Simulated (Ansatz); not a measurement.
# CH5AlBNO: basis-set convergence

One table from this session's results is given with a row withheld; the runs are named, their logs left out.

Program: Ansatz 0.2.0, Gaussian basis. Level of theory: one geometry, several basis sets. These are calculated values, not measurements.

Plan: PBE0-D4/def2-SVP; ωB97M-V/def2-SVP; PBE0-D4/def2-QZVPP; ωB97M-V/def2-QZVPP; the functionals' def2-TZVPP values are taken from earlier runs.

## Structure used throughout

An earlier PBE0-D4 in a triple-zeta def2 set relaxation fixed the geometry.

SMILES `N[BH][Al]1[CH2][O]1`, 10 atoms, charge 0, spin multiplicity 1.

Atoms are counted from 1 here; the program's logs count them from 0.

Bond lengths: N1–B2 1.385 Å, N1–H6 1.008 Å, N1–H7 1.006 Å, B2–Al3 2.119 Å, B2–H8 1.200 Å, Al3–C4 1.895 Å, Al3–O5 1.720 Å, C4–O5 1.474 Å, C4–H9 1.091 Å, C4–H10 1.091 Å. Angles: B2–N1–H6 122.3°, B2–N1–H7 124.9°, H6–N1–H7 112.8°, N1–B2–Al3 123.6°, N1–B2–H8 116.8°, Al3–B2–H8 119.6°, B2–Al3–C4 172.0°, B2–Al3–O5 140.1°, C4–Al3–O5 47.8°, Al3–C4–O5 59.9°, Al3–C4–H9 123.4°, Al3–C4–H10 123.6°, O5–C4–H9 112.7°, O5–C4–H10 112.7°, H9–C4–H10 111.0°, Al3–O5–C4 72.3°.

Set-up of the first run:

The input, in.yaml:

```yaml
crystal:
  periodic: [false, false, false]
  atoms:
    - {symbol: N, position_ang: [-1.733462, -1.681461, 0.263282]}
    - {symbol: B, position_ang: [-0.397377, -1.411589, 0.508625]}
    - {symbol: Al, position_ang: [0.551257, 0.401107, -0.041354]}
    - {symbol: C, position_ang: [1.426628, 2.065807, -0.273242]}
    - {symbol: O, position_ang: [1.145835, 1.209051, -1.438871]}
    - {symbol: H, position_ang: [-2.167777, -2.548393, 0.540145]}
    - {symbol: H, position_ang: [-2.367238, -1.062843, -0.213576]}
    - {symbol: H, position_ang: [0.230149, -2.258757, 1.081914]}
    - {symbol: H, position_ang: [0.900149, 3.020808, -0.315630]}
    - {symbol: H, position_ang: [2.494936, 2.215171, -0.108391]}
basis:
  gaussian: {orbitals: def2-SVP}
hamiltonian: {xc: pbe0, dispersion: d4}
output: {orbitals: {seedname: orbitals}}
```

Run with:

```console
> ansatz run in.yaml --threads 2 --pin off --events-out ev --progress --plain --max-ram 4352MiB
```

Among the steps run: PBE0-D4 in def2-SVP; ωB97M-V in def2-SVP; PBE0-D4 in def2-QZVPP; ωB97M-V in def2-QZVPP.

One table of the session follows, with a row left open; its other results are not shown here.

It belongs to the step «Functionals by basis». 

| functional | basis | HOMO (eV) |
| --- | --- | --- |
| PBE0-D4 | def2-SVP | -5.80 |
| PBE0-D4 | def2-TZVPP | -5.89 |
| PBE0-D4 | def2-QZVPP | -5.92 |
| ωB97M-V | def2-SVP | -7.96 |
| ωB97M-V | def2-TZVPP | ? |
| ωB97M-V | def2-QZVPP | -8.10 |

Estimate the missing values for ωB97M-V, def2-TZVPP.

As computed: HOMO (eV): -8.07. In the column «HOMO (eV)» it lies between ωB97M-V, def2-QZVPP (-8.10) and ωB97M-V, def2-SVP (-7.96).
